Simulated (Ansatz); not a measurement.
# ScBr2: what a guessed cell relaxes into

Aim: relax a trial structure of ScBr2 and see where it ends.

Computed with Ansatz 0.2.0 (DFT PBE, scalar-relativistic, plane waves, PAW, unless a step's input says otherwise).

## 1. The starting structure

It takes space group Pmma (No. 51, orthorhombic). Conventional cell: a = 7.543 Å, b = 4.379 Å, c = 19.000 Å, α = 90.00°, β = 90.00°, γ = 90.00°. Around Sc (site symmetry 2/m) lie 6 Br at 2.84 to 3.18 Å. Br (site symmetry mm2) has 2 Sc at 2.84 Å as nearest neighbours. Br (site symmetry mm2) has 4 Sc at 3.18 Å as nearest neighbours.

Coordinates:

```xyz
6
Lattice="4.3792 0.0000 0.0000 0.0000 7.5433 0.0000 0.0000 0.0000 19.0000" Properties=species:S:1:pos:R:3 pbc="T T F"
Sc    0.0000    0.0000    9.5000
Sc    0.0000    3.7716    9.5000
Br    0.0000    5.6574    7.3793
Br    2.1896    5.6574   10.8332
Br    0.0000    1.8858   11.6207
Br    2.1896    1.8858    8.1668
```

Recipe of the guess: species swapped into a sheet modelled on a layer of MgCl2, with Br on the Cl sites and Sc on the Mg sites. The dimensions are guesses.

Only a and b are periodic; c spans vacuum, so the box's volume, pressure and space group aren't properties of the sheet.

## 2. Probe: one point on a coarse mesh

File input.yaml:

```yaml
crystal:
  lattice:
    - [4.3791635, 0.0, 0.0]
    - [0.0, 7.54325206, 0.0]
    - [0.0, 0.0, 19.0]
  atoms:
    - { symbol: Sc, position: [0.0, 0.0, 0.5] }
    - { symbol: Sc, position: [0.0, 0.5, 0.5] }
    - { symbol: Br, position: [0.0, 0.75, 0.38838218] }
    - { symbol: Br, position: [0.5, 0.75, 0.5701659] }
    - { symbol: Br, position: [0.0, 0.25, 0.61161782] }
    - { symbol: Br, position: [0.5, 0.25, 0.4298341] }
  periodic: [true, true, false]
basis:
  ecutwfc: 420
kpoints:
  mp_grid: { grid: [4, 2, 1] }
hamiltonian:
  xc: pbe
scf:
  occupations: { method: gaussian, width: 0.1 }
  lower_state_search: "off"
output:
  forces: true
  stress: true
  eigenvalues: true
```

On the command line:

```sh
ansatz run input.yaml --threads 1 --pin off --max-ram 2560MiB --backend cpu --events-out ev --progress --plain --runs-dir out
```

The session goes on with these runs: rough relaxation on the coarse mesh; spin check on a coarse mesh; final relaxation.

Q: Predict the outcome of this session. Wanted: relaxed cell; area; thickness between outermost nuclei; energy over the elements; gap on the mesh.

The runs gave:

| quantity | value |
| --- | --- |
| symmetry at the end (tolerance 0.05 Å) | layer group pmma (No. 41) |
| relaxed cell | a = 3.968 Å, b = 6.304 Å, γ = 90.0° |
| area | 4.17 Å²/atom |
| thickness between outermost nuclei | 4.27 Å |
| energy over the elements | -1.48 eV/atom |
| gap on the mesh | none (metal) |

In words: The layer group pmma (No. 41) is kept, and the area per atom shrinks by 24.3 % from the first guess. A negative formation energy is needed for stability but isn't enough; other structures and compounds were not set against it here. No finished test with a distortion of lower symmetry is shown, so the end may be a saddle point. Other magnetic orders were not searched. The last relaxation has no spin, and with this many d or unpaired electrons a magnetic state may lie lower.
